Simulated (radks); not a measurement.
**Cd²³⁺ in [Ar] 3d7: an all-electron calculation**

An exercise on one series of results from a longer session: the logs are not shown, and one member is left open.

Program: radks (a radial shooting solver on a logarithmic mesh, Libxc functionals) version 1. Level of theory: Dirac Kohn-Sham, PBE, spin-unpolarised, spherical densities, finite nucleus; open shells fill j = l - 1/2 first. These are calculated values, not measurements, unless marked.

## The atom as given

```
element            : cadmium (Z = 48)
charge             : +23
electrons          : 25
configuration      : [Ar] 3d7
nuclear rms radius : 4.6087 fm
```

Set-up of the first run:

Settings of this run:

```text
Z 48
configuration [Ar] 3d7 4s0 4p0 4d0 4f0
relativity Dirac
functional pbe,pbe
spin unpolarised
j_filling energy
nucleus finite rms 4.6087 fm
c 137.035999084
```

Launch:

```bash
$ python run_ks.py task.json out
```

This one command runs every case of the session in turn.

One of the session's tables, all rows but one given; the rest of the session is left out.

It belongs to the step «Shells». Sizes of the orbitals, from the radial functions (bohr):

```
level      <r>  outermost maximum (interpolated)  90 % within  nodes
1s1/2  0.03040                            0.0197       0.0546      0
2s1/2   0.1308                             0.111        0.203      1
2p1/2   0.1108                            0.0858        0.181      0
2p3/2   0.1160                            0.0902        0.188      0
3s1/2   0.3444                             0.317        0.504      2
3p1/2   0.3332                             0.302        0.498      1
3p3/2   0.3427                             0.311        0.511      1
3d3/2   0.3086                             0.252        0.480      0
3d5/2   0.3115                             0.255        0.484      0
4s1/2   0.7046                             0.692        0.994      3
4p1/2   0.7096                             0.695         1.01      2
4p3/2   0.7230                             0.710         1.03      2
4d3/2   0.7218                             0.703         1.05      1
4d5/2   0.7255                             0.707         1.05      1
4f5/2   0.6905                             0.609         1.02      0
4f7/2        ?                                 ?            ?      ?
```

Estimate the missing values for 4f7/2.

The run gave: <r>: 0.6918; outermost maximum (interpolated): 0.610; 90 % within: 1.02; nodes: 0. In the column «<r>» it lies between 4f5/2 (0.6905) and 4s1/2 (0.7046).

To keep in mind: Spin polarisation and multiplet splitting are left out.
